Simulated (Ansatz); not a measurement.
# Ti6Si: the cost of one run

Computed with Ansatz 0.2.0 (DFT LDA, scalar-relativistic, plane waves, PAW, unless a step's input says otherwise).

20 further runs of the same task are left out: 4 for a known fault of the program, 16 set aside as unsound or not needed. Runs told in other sessions of the task aren't counted.

### 1 The starting structure

The structure is monoclinic, space group Cm (No. 8). The conventional cell has a = 7.753 Å, b = 4.476 Å, c = 21.389 Å, α = 90.00°, β = 90.00°, γ = 90.00°. Around Ti (site symmetry m) lie 4 Ti at 2.67 to 2.74 Å. Around Ti (site symmetry m) lie 7 Ti at 2.43 to 2.74 Å. Ti (site symmetry m) is surrounded by 7 Ti at 2.56 to 2.74 Å. Around Ti (site symmetry m) lie 13 Ti at 2.67 to 3.13 Å and 1 Si at 2.97 Å. Ti (site symmetry m) has 7 Ti at 2.43 to 2.79 Å and 1 Si at 2.78 Å in its first shell of neighbours. Ti (site symmetry m) has 2 Si at 2.54 Å and 4 Ti at 2.56 to 2.79 Å in its first shell of neighbours. Si (site symmetry m) has 4 Ti at 2.54 to 2.97 Å in its first shell of neighbours.

Structure file:

```
CELL_PARAMETERS angstrom
4.47612 0.00000 0.00000
-2.23806 3.87643 0.00000
0.00000 0.00000 21.38886
ATOMIC_POSITIONS crystal
Ti 0.66667 0.33333 0.18701
Ti 0.33333 0.66667 0.22973
Ti 0.00000 0.00000 0.27245
Ti 0.66667 0.33333 0.31195
Ti 0.33333 0.66667 0.34332
Ti 0.00000 0.00000 0.39221
Si 0.55556 0.44444 0.44504
```

### 2 Si at 5/9 of the long diagonal of the hexagonal surface cell, 1.13 Å above the top plane

input.yaml reads:

```yaml
crystal:
  lattice:
    - [4.4761187327, 0.0, 0.0]
    - [-2.2380593663, 3.8764325329, 0.0]
    - [0.0, 0.0, 21.3888628797]
  atoms:
    - { symbol: Ti, position: [0.6666666667, 0.3333333333, 0.1870132144] }
    - { symbol: Ti, position: [0.3333333333, 0.6666666667, 0.2297309557] }
    - { symbol: Ti, position: [0.0, 0.0, 0.2724486969] }
    - { symbol: Ti, position: [0.6666666667, 0.3333333333, 0.3119457425] }
    - { symbol: Ti, position: [0.3333333333, 0.6666666667, 0.343319167] }
    - { symbol: Ti, position: [0.0, 0.0, 0.3922070531] }
    - { symbol: Si, position: [0.5555555556, -0.5555555556, 0.4450382862], spin: 2.0 }
basis:
  ecutwfc: 420
kpoints:
  mp_grid: { grid: [6, 6, 1] }
hamiltonian:
  xc: lda
  pseudopotentials: { kind: paw, azcp: { folder: soft_1 } }
scf:
  occupations: { method: gaussian, width: 0.1 }
output:
  forces: true
  eigenvalues: true
  populations: true
magnetization:
  spin_polarized: true
efield:
  axis: 3
  dipole_correction: true
  ramp_width: 0.04
```

Launch:

```console
> ansatz run input.yaml --threads 1 --pin off --max-ram 3072MiB --backend cpu --events-out ev --progress --plain --runs-dir out
```

**Question.** How long does this run take on 1 thread of AMD EPYC 9R45 (Zen 5), shared host, and how much memory does it need?

About 94 s, with a peak of 0.73 GiB.
